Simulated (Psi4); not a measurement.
**SiAsNH6 (SMILES N[AsH][SiH3]), step by step**

Aim: a structure relaxation (r2SCAN-D4/def2-SVP), then the harmonic vibrations of SiAsNH6. Input form: a Python script.

Program for the calculation: Psi4 1.11.

## Step 1: The system as given

SiAsNH6 has 9 atoms, charge 0, and is taken as a singlet. SMILES: `N[AsH][SiH3]`. The coordinates come from a PBE0-D4/def2-TZVP relaxation. This is one conformer, not always the lowest. The run starts from this shape.

Bond lengths: N1–As2 1.864 Å, As2–Si3 2.365 Å, N1–H4 1.011 Å, N1–H5 1.011 Å, As2–H6 1.537 Å, Si3–H7 1.488 Å, Si3–H8 1.485 Å, Si3–H9 1.489 Å. Some angles: N1–As2–Si3 95.0°, N1–As2–H6 101.5°, Si3–As2–H6 91.9°, As2–N1–H4 110.5°, As2–N1–H5 114.1°, As2–Si3–H7 108.9°, As2–Si3–H8 109.3°, As2–Si3–H9 111.1°, H4–N1–H5 108.7°, H7–Si3–H8 109.3°.

## Step 2: A structure relaxation at r2SCAN-D4/def2-SVP (density fitting) (run 1)

run.py reads:

```python
import psi4

psi4.set_memory('1600 MB')
psi4.set_num_threads(1)
psi4.core.set_output_file('output.dat', False)

m = psi4.geometry("""
0 1
N
As 1 1.864159
Si 2 2.365022 1 94.95059
H 1 1.011279 2 110.47791 3 -174.46363
H 1 1.01108 4 108.73015 2 125.99088
H 2 1.537328 1 101.51924 5 -30.2881
H 3 1.487638 2 108.86407 6 -61.77143
H 3 1.484896 7 109.33763 2 119.36086
H 3 1.488745 8 108.97664 7 -119.31186
units angstrom
""")

psi4.set_options({
    'basis': 'def2-SVP',
    'geom_maxiter': 60,
})

e_tot = psi4.optimize("r2scan-d4")
print('E =', round(e_tot, 9))
print(m.to_string(dtype='xyz', units='Angstrom'))
for k, v in sorted(psi4.core.scalar_variables().items()):
    print(f'{k:45s} {v:18.10f}')
```

Run with:

```console
$ python run.py
```

output.dat:

```text
[...]
  Running in c1 symmetry.
[...]
  Nuclear repulsion =  263.492746278952552
[...]
  Multiplicity = 1
[...]
  Nalpha       = 30
  Nbeta        = 30
[...]
    Number of basis functions: 94
[...]
   @DF-RKS iter   1: -2582.01439957222283   -2.11345e+00   2.52164e-02 DIIS/ADIIS
[...]
   @DF-RKS iter   6: -2583.24132935395710   -2.04636e-11   6.92046e-09 DIIS
[...]
    Orbital Energies [Eh]
    ---------------------
    Doubly Occupied:
       1A   -425.196777     2A    -65.817395     3A    -53.618710
       4A    -47.888181     5A    -47.887447     6A    -47.886652
       7A    -14.168639     8A     -6.928249     9A     -5.210123
      10A     -4.969347    11A     -4.966251    12A     -4.962598
      13A     -3.555066    14A     -3.554187    15A     -3.553974
      16A     -1.544648    17A     -1.543670    18A     -1.541046
      19A     -1.538792    20A     -1.537736    21A     -0.809481
      22A     -0.582602    23A     -0.485444    24A     -0.448803
      25A     -0.382196    26A     -0.329764    27A     -0.320082
      28A     -0.298264    29A     -0.238981    30A     -0.221393
[...]
  @DF-RKS Final Energy: -2583.24132935395710
   => Energetics <=
    Nuclear Repulsion Energy =            262.7648533978270393
    One-Electron Energy =               -4117.5298632904359692
    Two-Electron Energy =                1384.5879535919837053
    DFT Exchange-Correlation Energy =    -113.0626984817971845
    Empirical Dispersion Energy =          -0.0015745715349537
    VV10 Nonlocal Energy =                  0.0000000000000000
    Total Energy =                      -2583.2413293539570986
[...]
 Multipole Moments:
 ------------------------------------------------------------------------------------
     Multipole            Electronic (a.u.)      Nuclear  (a.u.)        Total (a.u.)
 ------------------------------------------------------------------------------------
 L = 1.  Multiply by 2.5417464519 to convert [e a0] to [Debye]
 Dipole X            :          1.6058768           -2.0774224           -0.4715457
 Dipole Y            :          9.3768429           -9.0998196            0.2770233
 Dipole Z            :          3.4344034           -3.7059017           -0.2714983
 Magnitude           :                                                    0.6105805
[...]
  -Total Gradient:
     Atom            X                  Y                   Z
    ------   -----------------  -----------------  -----------------
       1        0.000245848568     0.000171242532     0.000211375565
       2        0.000423634265     0.000071758510     0.000239441046
       3        0.000154118155     0.000074594066     0.000139441310
       4        0.000358424516     0.000139710820     0.000274456148
       5        0.000201052376     0.000268938086     0.000309796318
       6        0.000464065228     0.000234445394     0.000368437863
       7        0.000235743993     0.000054668437     0.000157925440
       8        0.000064056211    -0.000084678330     0.000015796564
       9        0.000014449708     0.000221598603     0.000214319351
[...]
    Final optimized geometry and variables:
    Molecular point group: c1
    Full point group: C1
    Geometry (in Angstrom), charge = 0, multiplicity = 1:
    N
    AS            1    1.870886
    SI            2    2.367823      1   94.935911
    H             1    1.019840      2  109.355310      3 -169.938043
    H             1    1.019384      4  107.837788      2  124.137528
    H             2    1.539580      1  102.496841      5  -24.555419
    H             3    1.495882      2  109.054283      6  -66.998290
    H             3    1.492363      7  109.138683      2  118.495668
    H             3    1.495776      8  109.039523      7 -119.104069
[...]
```

Wall time 51 s (1 thread of Intel Xeon 6975P-C (Granite Rapids), shared host); peak memory 1.3 GiB.

Step by step:

```csv
step,energy from the first frame kept (eV),largest force (eV/Å)
0,0.0000,0.4314
1,-0.0040,0.0768
2,-0.0044,0.0616
3,-0.0041,0.0459
4,-0.0040,0.0324
5,-0.0040,0.0328
```

After the run. Bond lengths: N1–As2 1.871 Å, As2–Si3 2.368 Å, N1–H4 1.020 Å, N1–H5 1.019 Å, As2–H6 1.540 Å, Si3–H7 1.496 Å, Si3–H8 1.492 Å, Si3–H9 1.496 Å. Some angles: N1–As2–Si3 94.9°, N1–As2–H6 102.5°, Si3–As2–H6 92.8°, As2–N1–H4 109.4°, As2–N1–H5 113.7°, As2–Si3–H7 109.1°, As2–Si3–H8 108.6°, As2–Si3–H9 111.9°, H4–N1–H5 107.8°, H7–Si3–H8 109.1°.

## Step 3: Vibrational wavenumbers at r2SCAN-D4/def2-SVP (density fitting) (run 2)

ash6nsi.xyz reads:

```xyz
9
AsH6NSi
N     -1.107190     0.720117    -1.145658
As     0.735636     0.438203    -0.988392
Si     0.557021    -1.066318     0.831249
H     -1.298324     1.234146    -2.005493
H     -1.509257     1.246836    -0.371027
H      1.174585     1.602482    -0.081704
H      1.920760    -1.319069     1.391604
H     -0.012712    -2.352026     0.331742
H     -0.325231    -0.529332     1.913203
```

job.py reads:

```python
import psi4

psi4.set_memory(1600000000)
psi4.set_num_threads(1)
psi4.core.set_output_file('run.log', False)

with open('ash6nsi.xyz') as f:
    atoms = ''.join(f.readlines()[2:])
molecule = psi4.geometry('0 1\n' + atoms + '')

options = {'basis': 'def2-SVP', 't': 298.15, 'rotational_symmetry_number': 1}
psi4.set_options(options)

E = psi4.frequencies('R2SCAN-D4')
print('E =', round(E, 9))
for k in ('ZPVE', 'ENTHALPY', 'GIBBS FREE ENERGY'):
    print(f'{k}: {psi4.variable(k):.8f} Eh')
for k, v in sorted(psi4.core.scalar_variables().items()):
    print(f'{k:45s} {v:18.10f}')
```

Run with:

```console
$ python job.py
```

run.log (excerpt; [...] marks lines left out):

```text
[...]
  Running in c1 symmetry.
[...]
  Nuclear repulsion =  262.764857387566963
[...]
  Multiplicity = 1
[...]
  Nalpha       = 30
  Nbeta        = 30
[...]
    Number of basis functions: 94
[...]
   @DF-RKS iter   1: -2582.01568387349698   -2.13529e+00   2.52063e-02 ADIIS/DIIS
[...]
   @DF-RKS iter  12: -2583.24132780396258   -3.63798e-12   4.34681e-09 DIIS
[...]
  @DF-RKS Final Energy: -2583.24132780396258
   => Energetics <=
    Nuclear Repulsion Energy =            262.7736124007170702
    One-Electron Energy =               -4117.5480988065346537
    Two-Electron Energy =                1384.5979167464042803
    DFT Exchange-Correlation Energy =    -113.0631835818594055
    Empirical Dispersion Energy =          -0.0015745626896466
    VV10 Nonlocal Energy =                  0.0000000000000000
    Total Energy =                      -2583.2413278039625766
[...]
 Multipole Moments:
[...]
  -Total Gradient:
     Atom            X                  Y                   Z
    ------   -----------------  -----------------  -----------------
       1        0.000220091791    -0.000112195827    -0.000276645576
       2        0.000214287649    -0.000296913248    -0.000259681863
       3       -0.000150016898    -0.000093754480     0.000072491524
       4        0.000269366720    -0.000228843302    -0.000313403114
       5        0.000337407312    -0.000032197039    -0.000308443612
       6        0.000373415811    -0.000253375002    -0.000456953433
       7        0.000151725815    -0.000193174251    -0.000198649098
       8        0.000061623562     0.000072673957     0.000164244204
       9        0.000475812245    -0.000087991598    -0.000525541008
[...]
  ==> Harmonic Vibrational Analysis <==
[...]
  Freq [cm^-1]                 136.2652            143.7747            237.2482
[...]
  IR activ [km/mol]             0.1345              0.4503             35.1913
[...]
  Freq [cm^-1]                 356.9613            459.2248            529.8674
[...]
  IR activ [km/mol]             0.3465             16.1645             20.2677
[...]
  Freq [cm^-1]                 804.9384            871.1757            930.2496
[...]
  IR activ [km/mol]            74.3911             232.1577            36.9869
[...]
  Freq [cm^-1]                 938.9567            997.3078           1561.3158
[...]
  Freq [cm^-1]                2103.8929           2202.6943           2215.9641
[...]
  Freq [cm^-1]                2233.8252           3511.1010           3615.9296
[...]
```

The script printed:

```text
Warning: used thermodynamics relations inappropriate for low-frequency modes: ['136.2652' '143.7747' '237.2482' '356.9613' '459.2248' '529.8674'
 '550.4186']
E = -2583.241329346
ZPVE: 0.05883618 Eh
ENTHALPY: -2583.17539834 Eh
GIBBS FREE ENERGY: -2583.21241361 Eh
CURRENT ENERGY                                  -2583.2413293462
CURRENT REFERENCE ENERGY                        -2583.2413293462
DD SOLVATION ENERGY                                 0.0000000000
DFT FUNCTIONAL TOTAL ENERGY                     -2583.2397547747
DFT TOTAL ENERGY                                -2583.2413293462
DFT VV10 ENERGY                                     0.0000000000
DFT XC ENERGY                                    -113.0626979336
DISPERSION CORRECTION ENERGY                       -0.0015745715
ENTHALPY                                        -2583.1753983440
ENTHALPY CORRECTION                                 0.0659310023
FINDIF NUMBER                                      49.0000000000
GIBBS FREE ENERGY                               -2583.2124136092
GIBBS FREE ENERGY CORRECTION                        0.0289157370
GRID ELECTRONS ALPHA                               30.0000155036
GRID ELECTRONS BETA                                30.0000155036
GRID ELECTRONS TOTAL                               60.0000310073
NUCLEAR REPULSION ENERGY                          262.7648573876
ONE-ELECTRON ENERGY                             -4117.5298664651
PCM POLARIZATION ENERGY                             0.0000000000
PE ENERGY                                           0.0000000000
R2SCAN-D4(BJ,EEQ)ATM DISPERSION CORRECTION ENERGY      -0.0015745715
SCF ITERATION ENERGY                            -2583.2413293462
SCF ITERATIONS                                     12.0000000000
SCF TOTAL ENERGY                                -2583.2413293462
THERMAL ENERGY                                  -2583.1763425285
THERMAL ENERGY CORRECTION                           0.0649868177
TWO-ELECTRON ENERGY                              1384.5879522365
ZERO K ENTHALPY                                 -2583.1824931674
ZPVE                                                0.0588361788
```

Run time: 8.3 min. Hardware: 1 thread of Intel Xeon 6975P-C (Granite Rapids), shared host; peak memory 1.3 GiB.

## Step 4: Summary of results

| quantity | value |
| --- | --- |
| run 1, r2SCAN-D4/def2-SVP: total energy at the end | -2583.24133 Eh |
| run 1, r2SCAN-D4/def2-SVP: dipole moment | 1.55 D |
| run 1, r2SCAN-D4/def2-SVP: HOMO energy | -6.02 eV |
| run 1, r2SCAN-D4/def2-SVP: LUMO energy | -0.64 eV |
| run 1, r2SCAN-D4/def2-SVP: HOMO–LUMO gap | 5.38 eV |
| run 1, r2SCAN-D4/def2-SVP: dispersion energy | -4.13 kJ/mol |
| run 2, r2SCAN-D4/def2-SVP: lowest harmonic wavenumber | 136 cm⁻¹ |
| run 2, r2SCAN-D4/def2-SVP: highest harmonic wavenumber | 3616 cm⁻¹ |
| run 2, r2SCAN-D4/def2-SVP: zero-point energy | 154.5 kJ/mol |
| run 2, r2SCAN-D4/def2-SVP: ideal-gas entropy at 298.15 K (symmetry number 1 as used) | 77.9 cal/(mol K) |

The optimisation (run 1, r2SCAN-D4/def2-SVP) took 6 steps and changed the energy by -0.004 eV. All 21 modes (run 2, r2SCAN-D4/def2-SVP) are real, so the shape is a minimum at this level.
